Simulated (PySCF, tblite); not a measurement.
# C4HF7O: infrared bands and NMR shifts

Wanted: the infrared bands and NMR shifts of C4HF7O (`O=C(F)C(F)(F)[C@H](F)C(F)(F)F`), by calculation.

Programs: tblite 0.8.0 and PySCF 2.14.0, with density-fitted response routines of our own. Each step states its level of theory. These are calculated values for one molecule in the gas phase, unless marked as measured. Atoms are numbered from 0 throughout.

## (1) The starting structure

13 atoms, charge 0, multiplicity 1; geometry from: GFN2-xTB.

Bonds of the start (Å): O0–C1 1.17, C1–F2 1.33, C1–C3 1.55, C3–F4 1.35, C3–F5 1.34, C3–C6 1.55, C6–F7 1.36, C6–C8 1.55, C8–F9 1.33, C8–F10 1.33, C8–F11 1.33, C6–H12 1.10.

## (2) Infrared spectrum with GFN2-xTB

The job: settings as JSON, then the geometry in Å.

```
{"job": {"kind": "ir", "xc": "GFN2-xTB", "basis": "xTB"}, "charge": 0, "multiplicity": 1}
O     -2.708585    -0.140518    -1.022316
C     -2.102442    -0.208329    -0.021163
F     -2.504769    -0.916565     1.028731
C     -0.740180     0.480368     0.268863
F     -0.810260     1.767407    -0.142022
F     -0.489712     0.508887     1.588423
C      0.383681    -0.231320    -0.523628
F      0.133363    -1.567893    -0.571928
C      1.782023    -0.015480     0.100639
F      1.931453    -0.663030     1.247160
F      2.005807     1.279414     0.318180
F      2.726584    -0.447752    -0.735522
H      0.388649     0.155299    -1.553144
```

**Question.** This job is followed by: GIAO PBE0/pcSseg-1 NMR shielding, non-relativistic, gas phase. What will the session give for the following? strongest single infrared mode (GFN2-xTB); zero-point energy (GFN2-xTB); 13C shifts against TMS (PBE0/pcSseg-1); 1H shifts against TMS (PBE0/pcSseg-1); 17O shifts against H2O (PBE0/pcSseg-1); 19F shifts against CFCl3 (PBE0/pcSseg-1, means over atoms taken as alike).

As calculated:

```
                                                                 quantity                                    value
                                strongest single infrared mode (GFN2-xTB)                    1892 cm⁻¹, 356 km/mol
                                             zero-point energy (GFN2-xTB)                            34.3 kcal/mol
                                   13C shifts against TMS (PBE0/pcSseg-1)            162.3, 129.5, 119.3, 94.3 ppm
                                    1H shifts against TMS (PBE0/pcSseg-1)                                 5.27 ppm
                                   17O shifts against H2O (PBE0/pcSseg-1)                                456.9 ppm
19F shifts against CFCl3 (PBE0/pcSseg-1, means over atoms taken as alike)  40.9, -88.0, -117.4, -140.3, -237.3 ppm
```

In words: No mode is imaginary among the 33: a minimum at this level. The strongest single mode, at 1892 cm⁻¹, moves mainly C1 and O0. GFN2-xTB is a fitted tight-binding method: band positions and strengths are rough. Its intensities can rank the bands wrongly. At PBE0/pcSseg-1: The widest tensor belongs to O0: span 664 ppm, with a paramagnetic part of -520 ppm.
